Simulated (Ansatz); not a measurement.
# AlBH4S2: from a rough start to a minimum

What shape does AlBH4S2 take? The plan is to relax it, check the end point by its vibrations and derive ideal-gas thermochemistry.

Computed with Ansatz 0.2.0, Gaussian basis. Level: RKS PBE0-D4/def2-TZVP.

The runs, in order: relaxation at PBE-D4/def2-SVP; relaxation at PBE0-D4/def2-TZVP; harmonic vibrations at the same level.

1 further run of the same task is left out (set aside as unsound or not needed).

### Step 1. The system as given

SMILES `[AlH2][S]BS`, 8 atoms, charge 0, spin multiplicity 1.

Atoms are counted from 1 here; the program's logs count them from 0.

Bond lengths: Al1–S2 2.211 Å, Al1–H5 1.642 Å, Al1–H6 1.625 Å, S2–B3 1.874 Å, B3–S4 1.825 Å, B3–H7 1.221 Å, S4–H8 1.440 Å. Angles: S2–Al1–H5 120.4°, S2–Al1–H6 122.3°, H5–Al1–H6 117.3°, Al1–S2–B3 90.8°, S2–B3–S4 121.3°, S2–B3–H7 118.5°, S4–B3–H7 119.8°, B3–S4–H8 89.8°.

As a file:

```xyz
8

Al   -0.60240    1.51600   -0.19500
S     1.28500    0.65640   -0.96160
B     1.08880   -0.83500    0.15520
S     0.33890   -2.38330   -0.45280
H    -2.02990    1.17470   -0.93060
H    -0.63900    2.55010    1.05770
H     1.59970   -0.80320    1.26390
H    -0.94900   -1.93290    0.00740
```

The start is a force-field geometry with small random shifts, so a cheaper pass at PBE-D4/def2-SVP comes first.

### Step 2. Geometry optimisation, PBE-D4/def2-SVP (cheap first pass)

Input file in.yaml:

```yaml
crystal:
  periodic: [false, false, false]
  atoms:
    - {symbol: Al, position_ang: [-0.602400, 1.516000, -0.195000]}
    - {symbol: S, position_ang: [1.285000, 0.656400, -0.961600]}
    - {symbol: B, position_ang: [1.088800, -0.835000, 0.155200]}
    - {symbol: S, position_ang: [0.338900, -2.383300, -0.452800]}
    - {symbol: H, position_ang: [-2.029900, 1.174700, -0.930600]}
    - {symbol: H, position_ang: [-0.639000, 2.550100, 1.057700]}
    - {symbol: H, position_ang: [1.599700, -0.803200, 1.263900]}
    - {symbol: H, position_ang: [-0.949000, -1.932900, 0.007400]}
basis:
  gaussian: {orbitals: def2-SVP}
hamiltonian: {xc: pbe, dispersion: d4}
relax: {f_tol: 0.03, max_steps: 200}
```

Launch:

```sh
ansatz run in.yaml --threads 2 --pin off --events-out ev --progress --plain --max-ram 4352MiB
```

Log, shortened:

```text
Functional definition: PBE
  name "PBE"
  cite "Perdew, Burke & Ernzerhof, Phys. Rev. Lett. 77, 3865 (1996) doi:10.1103/PhysRevLett.77.3865"
  parent pbe
[...]
989 factors; their error is unknown
[...]
mean field -28985.90007487 eV, -1065.2121804028 hartree, gradient 4.4e-5 eV, S^2 0.000000; 0 other end points of the search recorded, 0 dependent functions left out
[...]
reference -28985.90011396 eV, -1065.2121818393 hartree; 27, 27 occupied and 61, 61 virtual orbitals, 989 factors
relax step   1: F+E_penalty+E_count = -28986.11362444 eV  Δ(F+E_penalty+E_count) = +0.000e0 eV  max|allowed force component| = 1.629e0 eV/Å  Δτ_max = 0.0000 Å  (25 SCF iters, accepted)
[...]
relax step   7: F+E_penalty+E_count = -28987.07263481 eV  Δ(F+E_penalty+E_count) = -1.951e-1 eV  max|allowed force component| = 7.340e-1 eV/Å  Δτ_max = 0.1995 Å  (32 SCF iters, accepted)
[...]
relax step  13: F+E_penalty+E_count = -28987.35065207 eV  Δ(F+E_penalty+E_count) = -2.577e-2 eV  max|allowed force component| = 1.572e-1 eV/Å  Δτ_max = 0.2000 Å  (26 SCF iters, accepted)
[...]
relax step  19: F+E_penalty+E_count = -28987.45747783 eV  Δ(F+E_penalty+E_count) = -7.537e-2 eV  max|allowed force component| = 2.648e-1 eV/Å  Δτ_max = 0.2000 Å  (28 SCF iters, accepted)
[...]
relax step  23: F+E_penalty+E_count = -28987.49708958 eV  Δ(F+E_penalty+E_count) = -2.298e-3 eV  max|allowed force component| = 1.051e-1 eV/Å  Δτ_max = 0.0997 Å  (29 SCF iters, accepted)
[...]
relax step  24: F+E_penalty+E_count = -28987.49875289 eV  Δ(F+E_penalty+E_count) = -1.663e-3 eV  max|allowed force component| = 8.085e-3 eV/Å  Δτ_max = 0.0306 Å  (28 SCF iters, accepted)
989 factors; their error is unknown
[...]
mean field -28987.28077613 eV, -1065.2629202381 hartree, gradient 1.1e-5 eV, S^2 0.000000; 1 other end points of the search recorded, 0 dependent functions left out
[...]
reference -28987.28081392 eV, -1065.2629216271 hartree; 27, 27 occupied and 61, 61 virtual orbitals, 989 factors
Total energy: -28987.49879068 eV, -1065.2709321253 hartree
Atom 0 at    -0.783499     1.533609    -0.091960 Å, force    -0.004203    -0.001704     0.000143 eV/Å
Atom 1 at     1.256635     0.817137     0.365142 Å, force     0.004111     0.004567    -0.002242 eV/Å
Atom 2 at     1.277516    -1.003439     0.221015 Å, force    -0.005881    -0.008085     0.002514 eV/Å
Atom 3 at    -0.015020    -2.184297    -0.157161 Å, force     0.003058     0.005388    -0.001533 eV/Å
Atom 4 at    -1.947006     0.505778    -0.478226 Å, force    -0.000963     0.001087     0.002870 eV/Å
Atom 5 at    -0.991120     3.108937    -0.010555 Å, force     0.001645    -0.001763    -0.000864 eV/Å
Atom 6 at     2.361008    -1.512012     0.422101 Å, force     0.001285     0.000529     0.001244 eV/Å
Atom 7 at    -1.066413    -1.322913    -0.326155 Å, force     0.000948    -0.000019    -0.002132 eV/Å
Dipole moment:    -0.345336     0.150414    -0.070094 e Å
```

Wall time 39 s (2 threads of Arm Neoverse V1, shared host).

The steps of the relaxation: (the energy doesn't fall at every step)

```tsv
step	energy from step 1 (eV)	largest force component (eV/Å)
1	0.0000	1.6288
2	-0.0982	0.8448
3	-0.1921	0.4052
4	-0.3153	1.1829
5	-0.4855	1.7404
6	-0.7639	0.9930
7	-0.9590	0.7340
8	-1.0701	0.5967
9	-1.1361	0.5864
10	-1.1436	1.1141
11	-1.1836	0.4835
12	-1.2113	0.2417
13	-1.2370	0.1572
14	-1.2508	0.1113
15	-1.2583	0.2104
16	-1.2618	0.1553
17	-1.2683	0.3453
18	-1.2685	0.7358
19	-1.3439	0.2648
20	-1.3659	0.1301
21	-1.3629	0.3520
22	-1.3812	0.0402
23	-1.3835	0.1051
24	-1.3851	0.0081
```

Close pairs (by a distance rule), those that changed most:

```tsv
bond	before (Å)	after (Å)	change (Å)
S4–H8	1.440	1.370	-0.070
S2–B3	1.874	1.826	-0.047
Al1–H5	1.642	1.600	-0.042
Al1–H6	1.625	1.591	-0.034
B3–S4	1.825	1.791	-0.034
B3–H7	1.221	1.214	-0.007
Al1–S2	2.211	2.210	-0.001
```

### Step 3. Relaxation at PBE0-D4/def2-TZVP

Input file in.yaml:

```yaml
crystal:
  periodic: [false, false, false]
  atoms:
    - {symbol: Al, position_ang: [-0.783499, 1.533609, -0.091960]}
    - {symbol: S, position_ang: [1.256635, 0.817137, 0.365142]}
    - {symbol: B, position_ang: [1.277516, -1.003439, 0.221015]}
    - {symbol: S, position_ang: [-0.015020, -2.184297, -0.157161]}
    - {symbol: H, position_ang: [-1.947006, 0.505778, -0.478226]}
    - {symbol: H, position_ang: [-0.991120, 3.108937, -0.010555]}
    - {symbol: H, position_ang: [2.361008, -1.512012, 0.422101]}
    - {symbol: H, position_ang: [-1.066413, -1.322913, -0.326155]}
basis:
  gaussian: {orbitals: def2-TZVP}
hamiltonian: {xc: pbe0, dispersion: d4}
relax: {f_tol: 0.005, max_steps: 150}
```

Launched as before.

Log, shortened:

```text
Functional definition: PBE0
  name "PBE0"
  cite "Adamo & Barone, J. Chem. Phys. 110, 6158 (1999) doi:10.1063/1.478522"
  cite "Perdew, Burke & Ernzerhof, Phys. Rev. Lett. 77, 3865 (1996) doi:10.1103/PhysRevLett.77.3865"
  parent pbe
[...]
1166 factors; their error is unknown
[...]
mean field -29000.52925563 eV, -1065.7497928797 hartree, gradient 3.4e-5 eV, S^2 0.000000; 0 other end points of the search recorded, 0 dependent functions left out
[...]
reference -29000.52928950 eV, -1065.7497941243 hartree; 27, 27 occupied and 139, 139 virtual orbitals, 1166 factors
relax step   1: F+E_penalty+E_count = -29000.71573544 eV  Δ(F+E_penalty+E_count) = +0.000e0 eV  max|allowed force component| = 5.627e-1 eV/Å  Δτ_max = 0.0000 Å  (26 SCF iters, accepted)
[...]
reference -29000.55147943 eV, -1065.7506095891 hartree; 27, 27 occupied and 139, 139 virtual orbitals, 1166 factors
Total energy: -29000.73910211 eV, -1065.7575045954 hartree
Atom 0 at    -0.777723     1.516463    -0.087159 Å, force     0.000237     0.000613     0.000337 eV/Å
Atom 1 at     1.249129     0.810710     0.347856 Å, force     0.000169    -0.000111    -0.000193 eV/Å
Atom 2 at     1.272028    -0.993416     0.223067 Å, force    -0.000772     0.000640    -0.000019 eV/Å
Atom 3 at    -0.010954    -2.163968    -0.165017 Å, force    -0.000326    -0.000173    -0.000024 eV/Å
Atom 4 at    -1.950147     0.513653    -0.441027 Å, force     0.000019    -0.000466     0.000201 eV/Å
Atom 5 at    -0.975758     3.079259    -0.021657 Å, force    -0.000047    -0.000245    -0.000160 eV/Å
Atom 6 at     2.331514    -1.498073     0.437785 Å, force     0.000307    -0.000234     0.000153 eV/Å
Atom 7 at    -1.045988    -1.321829    -0.349648 Å, force     0.000411    -0.000024    -0.000294 eV/Å
Dipole moment:    -0.306220     0.148797    -0.062380 e Å
```

Run time: 35 s. Hardware: 2 threads of Arm Neoverse V1, shared host; peak memory 0.39 GiB.

Along the way:

```tsv
step	energy from step 1 (eV)	largest force component (eV/Å)
1	0.0000	0.5627
2	-0.0204	0.2124
3	-0.0227	0.0621
4	-0.0228	0.0774
5	-0.0233	0.0073
6	-0.0233	0.0122
7	-0.0233	0.0008
```

Close pairs (by a distance rule), those that changed most:

```tsv
bond	before (Å)	after (Å)	change (Å)
S4–H8	1.370	1.347	-0.023
B3–H7	1.214	1.193	-0.021
Al1–S2	2.210	2.190	-0.020
S2–B3	1.826	1.809	-0.018
Al1–H5	1.600	1.583	-0.017
Al1–H6	1.591	1.577	-0.014
B3–S4	1.791	1.780	-0.012
```

Mulliken charges at the end point, from the run's report:

```tsv
atom	value (e)
Al1	0.33
S2	-0.21
B3	0.01
S4	-0.16
H5	-0.10
H6	-0.08
H7	0.04
H8	0.16
```

### Step 4. Vibrations by finite differences

Input file in.yaml:

```yaml
crystal:
  periodic: [false, false, false]
  atoms:
    - {symbol: Al, position_ang: [-0.777723, 1.516463, -0.087159]}
    - {symbol: S, position_ang: [1.249129, 0.810710, 0.347856]}
    - {symbol: B, position_ang: [1.272028, -0.993416, 0.223067]}
    - {symbol: S, position_ang: [-0.010954, -2.163968, -0.165017]}
    - {symbol: H, position_ang: [-1.950147, 0.513653, -0.441027]}
    - {symbol: H, position_ang: [-0.975758, 3.079259, -0.021657]}
    - {symbol: H, position_ang: [2.331514, -1.498073, 0.437785]}
    - {symbol: H, position_ang: [-1.045988, -1.321829, -0.349648]}
basis:
  gaussian: {orbitals: def2-TZVP}
hamiltonian: {xc: pbe0, dispersion: d4}
phonons: {temperatures: {t_min: 298.15, t_max: 900, t_step: 200}}
```

The command is unchanged.

Log, shortened:

```text
Functional definition: PBE0
  name "PBE0"
  cite "Adamo & Barone, J. Chem. Phys. 110, 6158 (1999) doi:10.1063/1.478522"
  cite "Perdew, Burke & Ernzerhof, Phys. Rev. Lett. 77, 3865 (1996) doi:10.1103/PhysRevLett.77.3865"
  parent pbe
[...]
1166 factors; their error is unknown
[...]
mean field -29000.55144559 eV, -1065.7506083457 hartree, gradient 5.6e-5 eV, S^2 0.000000; 0 other end points of the search recorded, 0 dependent functions left out
[...]
reference -29000.55147944 eV, -1065.7506095894 hartree; 27, 27 occupied and 139, 139 virtual orbitals, 1166 factors
[...]
1166 factors; their error is unknown
mean field -29000.55136753 eV, -1065.7506054770 hartree, gradient 1.3e-6 eV, S^2 0.000000; 0 other end points of the search recorded, 0 dependent functions left out
[...]
reference -29000.55140138 eV, -1065.7506067208 hartree; 27, 27 occupied and 139, 139 virtual orbitals, 1166 factors
[...]
Atom 0 at    -0.777723     1.516463    -0.087159 Å, force     0.000242     0.000611     0.000338 eV/Å
Atom 1 at     1.249129     0.810710     0.347856 Å, force     0.000166    -0.000119    -0.000194 eV/Å
Atom 2 at     1.272028    -0.993416     0.223067 Å, force    -0.000789     0.000650    -0.000026 eV/Å
Atom 3 at    -0.010954    -2.163968    -0.165017 Å, force    -0.000320    -0.000170    -0.000022 eV/Å
Atom 4 at    -1.950147     0.513653    -0.441027 Å, force     0.000018    -0.000467     0.000200 eV/Å
Atom 5 at    -0.975758     3.079259    -0.021657 Å, force    -0.000048    -0.000242    -0.000160 eV/Å
Atom 6 at     2.331514    -1.498073     0.437785 Å, force     0.000316    -0.000239     0.000157 eV/Å
Atom 7 at    -1.045988    -1.321829    -0.349648 Å, force     0.000414    -0.000023    -0.000294 eV/Å
Dipole moment:    -0.306218     0.148798    -0.062379 e Å
Vibrations: 94.42 148.05 158.06 283.03 459.65 473.35 507.02 581.21 611.46 789.63 806.79 857.17 910.75 1132.19 1930.84 1966.04 2642.33 2662.85 cm⁻¹, zero-point energy 1.054786 eV
```

It took 2.4 min on 2 threads of Arm Neoverse V1, shared host; peak memory 0.39 GiB.

Motions are named by where the mode's potential energy lies. The modes, unscaled (a negative number is an imaginary wavenumber):

```tsv
mode	cm⁻¹	motion
1	94	torsion
2	148	bend
3	158	torsion
4	283	bend
5	460	torsion
6	473	Al–S stretch
7	507	bend
8	581	out-of-plane bend with torsion
9	611	B–S stretch
10	790	bend
11	807	torsion
12	857	bend
13	911	B–S stretch with bend
14	1132	bend
15	1931	Al–H stretch
16	1966	Al–H stretch
17	2642	B–H stretch
18	2663	S–H stretch
```

Ideal gas, rigid rotor and harmonic oscillator at 298.15 K and 1 bar, with symmetry number 1:

```tsv
term	value
zero-point energy	24.3 kcal/mol
H(298) − E	29.1 kcal/mol
entropy, translation	167.0 J/(mol K)
entropy, rotation	114.7 J/(mol K)
entropy, vibration	59.3 J/(mol K)
entropy, total	341.0 J/(mol K)
```

### Step 5. Summary of results

```
                  quantity            value
               point group               Cs
                     steps           24 + 7
shift from the start (rms)          0.903 Å
              total energy   -29000.7391 eV
           dispersion term         -188 meV
             dipole moment           1.66 D
lowest, highest wavenumber    94, 2663 cm⁻¹
         zero-point energy    24.3 kcal/mol
       entropy at 298.15 K  341.0 J/(mol K)
```

**Reading.** The relaxed geometry lies 0.90 Å (rms) from the start; the bond that changed most is S4–H8, from 1.440 to 1.347 Å. All wavenumbers are real, so the end point is a minimum. The stiffest mode, 2663 cm⁻¹, is an S–H stretch, and 3 modes under 200 cm⁻¹ make the vibrational entropy uncertain. Harmonic hybrid wavenumbers usually lie a few per cent above measured fundamentals. The largest Mulliken charge, +0.33 e, sits on Al1.
